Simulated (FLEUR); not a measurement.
Crystal: HPbNO4.

```
H Pb N O
1.0
     3.85404    0.14384    0.09012
    -0.25320    5.52698    0.16471
    -0.48197   -1.92720    5.72025
H Pb N O
1 1 1 4
Direct
  0.10913 0.65718 0.54463
  0.61029 0.52127 0.15100
  0.91580 0.96263 0.95867
  0.01384 0.13639 0.88084
  0.72398 0.01057 0.12858
  0.00389 0.73732 0.87043
  0.11927 0.59324 0.37651
```

The cell was built by a generator and needn't be a form met in nature.

Base run:

- Program: FLEUR MaX-R8.1 (later development tree)
- Functional: RPBE
- Potentials or basis: all-electron
- Basis: FLAPW
- Kmax: 6.3 1/bohr
- k mesh: 4 × 3 × 3
- Occupations: fermi-dirac, width 0.05 eV
- Spin: no spin polarisation

Its results: band gap on the k mesh 3.32 eV, indirect (least direct gap 3.41 eV).

Problem. The run is repeated on the same cell with these changes: functional from RPBE to LDA. What comes out?

Solution. Band gap on the k mesh 3.20 eV, indirect (least direct gap 3.29 eV).

Caveats: the plane-wave cutoff is short for the small spheres of the light atoms, so energies, forces and moduli aren't converged; spin-orbit coupling is left out, which as a rule narrows the gap of such compounds by several tenths of an eV; an odd mesh through Γ misses points on the zone boundary, where band edges often lie.

Not every run made on this cell is shown here.
